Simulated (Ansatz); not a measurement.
**C10H10ClFHf: one species, many methods**

The task here is to estimate one member of a computed series from the others.

The runs use Ansatz 0.2.0, Gaussian basis; functionals in def2-TZVPP, the program's frozen cores in correlated methods.

The runs, in order: LDA (SPW92), PBE-D4, revPBE-D4, BLYP-D4, r2SCAN-D4, B97M-V, PBE0-D4, B3LYP-D4, r2SCANh-D4, r2SCAN0-D4, HSE06-D4, BHLYP-D4, CAM-B3LYP-D4, LC-ωPBE, ωB97X-V, ωB97M-V, B2PLYP, PBE-QIDH; CCSD(T)/def2-SVP; CCSD(T)/def2-TZVPP; MP2/def2-QZVPP; extrapolation to the limit; RPA on PBE.

**Structure used throughout**

An earlier PBE0-D4 in a triple-zeta def2 set relaxation fixed the geometry. Hf takes the def2 core potential; no spin-orbit term is included.

SMILES `[F][Hf]12345678([Cl])([C@H]9[C@@H]1[C@@H]2[C@@H]3[C@H]94)[C@H]1[C@@H]5[C@@H]6[C@@H]7[C@H]18`, 23 atoms, charge 0, spin multiplicity 1.

Atoms are counted from 1 here; the program's logs count them from 0.

Bond lengths: F1–Hf2 1.934 Å, Hf2–Cl3 2.416 Å, Hf2–C4 2.536 Å, Hf2–C5 2.502 Å, Hf2–C6 2.523 Å, Hf2–C7 2.531 Å, Hf2–C8 2.535 Å, Hf2–C9 2.510 Å, Hf2–C10 2.523 Å, Hf2–C11 2.530 Å, Hf2–C12 2.542 Å, Hf2–C13 2.519 Å, C4–C5 1.411 Å, C4–C8 1.403 Å, C4–H14 1.079 Å, C5–C6 1.418 Å, C5–H15 1.080 Å, C6–C7 1.404 Å and more. Angles: F1–Hf2–Cl3 100.0°, F1–Hf2–C4 77.4°, F1–Hf2–C5 95.3°, F1–Hf2–C6 127.5°, F1–Hf2–C7 127.5°, F1–Hf2–C8 95.5°, F1–Hf2–C9 107.2°, F1–Hf2–C10 79.6°, F1–Hf2–C11 84.8°, F1–Hf2–C12 116.2°, F1–Hf2–C13 133.2°, Cl3–Hf2–C4 111.5°, Cl3–Hf2–C5 134.8°, Cl3–Hf2–C6 113.7°, Cl3–Hf2–C7 83.6°, Cl3–Hf2–C8 82.4°, Cl3–Hf2–C9 132.4°, Cl3–Hf2–C10 124.2° and more.

The first run:

File in.yaml:

```yaml
crystal:
  periodic: [false, false, false]
  atoms:
    - {symbol: F, position_ang: [0.612566, -0.287337, -2.344841]}
    - {symbol: Hf, position_ang: [0.301843, -0.453928, -0.442765]}
    - {symbol: Cl, position_ang: [1.233844, -2.648328, -0.054190]}
    - {symbol: C, position_ang: [-2.041578, -0.597761, -1.400281]}
    - {symbol: C, position_ang: [-2.013305, 0.491908, -0.503763]}
    - {symbol: C, position_ang: [-1.848801, -0.028180, 0.805007]}
    - {symbol: C, position_ang: [-1.734685, -1.424191, 0.705407]}
    - {symbol: C, position_ang: [-1.849211, -1.776145, -0.662839]}
    - {symbol: C, position_ang: [0.766090, 1.788832, 0.585035]}
    - {symbol: C, position_ang: [1.655939, 1.673983, -0.499711]}
    - {symbol: C, position_ang: [2.570559, 0.640140, -0.208263]}
    - {symbol: C, position_ang: [2.259635, 0.130950, 1.069055]}
    - {symbol: C, position_ang: [1.138435, 0.827362, 1.558637]}
    - {symbol: H, position_ang: [-2.113824, -0.528340, -2.474838]}
    - {symbol: H, position_ang: [-2.132877, 1.532890, -0.765935]}
    - {symbol: H, position_ang: [-1.813262, 0.549108, 1.716300]}
    - {symbol: H, position_ang: [-1.565056, -2.111846, 1.520401]}
    - {symbol: H, position_ang: [-1.766672, -2.774278, -1.064745]}
    - {symbol: H, position_ang: [-0.046600, 2.494712, 0.667871]}
    - {symbol: H, position_ang: [1.613418, 2.238227, -1.419318]}
    - {symbol: H, position_ang: [3.349192, 0.278687, -0.863206]}
    - {symbol: H, position_ang: [2.763288, -0.685030, 1.562833]}
    - {symbol: H, position_ang: [0.661071, 0.668564, 2.514139]}
basis:
  gaussian: {orbitals: def2-TZVPP}
hamiltonian: {xc: lda}
output: {orbitals: {seedname: orbitals}}
```

Command:

```sh
ansatz run in.yaml --threads 11 --pin off --events-out ev --progress --plain --max-ram 174080MiB --backend cuda --devices 0, --max-vram 75GiB
```

Among the steps run: LDA; PBE-D4 (GGA); revPBE-D4 (GGA); BLYP-D4 (GGA); r2SCAN-D4 (meta-GGA); B97M-V (meta-GGA); PBE0-D4 (hybrid); B3LYP-D4 (hybrid); r2SCANh-D4 (hybrid); r2SCAN0-D4 (hybrid); HSE06-D4 (hybrid); BHLYP-D4 (hybrid); CAM-B3LYP-D4 (range-separated); LC-ωPBE (range-separated); ωB97X-V (range-separated); ωB97M-V (range-separated); B2PLYP (double hybrid); PBE-QIDH (double hybrid).

One table of the session follows, with a row left open; its other results are not shown here.

It belongs to the step «Orbital energies across the functionals». 

| functional | HOMO (eV) | gap (eV) |
| --- | --- | --- |
| LDA (SPW92) | -6.11 | 3.90 |
| PBE-D4 | -5.91 | 3.99 |
| revPBE-D4 | -5.83 | 4.03 |
| BLYP-D4 | -5.72 | 3.95 |
| r2SCAN-D4 | -6.11 | 4.36 |
| B97M-V | -6.14 | 4.43 |
| PBE0-D4 | -6.93 | 5.90 |
| B3LYP-D4 | ? | ? |
| r2SCANh-D4 | -6.49 | 5.07 |
| r2SCAN0-D4 | -7.07 | 6.13 |
| HSE06-D4 | -6.54 | 5.14 |
| BHLYP-D4 | -7.76 | 7.76 |
| CAM-B3LYP-D4 | -8.12 | 8.17 |
| LC-ωPBE | -9.40 | 10.54 |
| ωB97X-V | -9.06 | 10.14 |
| ωB97M-V | -8.96 | 9.93 |

Q: Estimate the row for B3LYP-D4 from the others.

Worked estimate for «HOMO (eV)». Against the share of exact exchange, BLYP-D4 (0, -5.72), BHLYP-D4 (0.5, -7.76) give a slope of -4.08 per unit share; at 0.2 the line stands at -6.54.

**Answer.** HOMO (eV): -6.71; gap (eV): 5.47. In «HOMO (eV)» the line misses by +0.17.
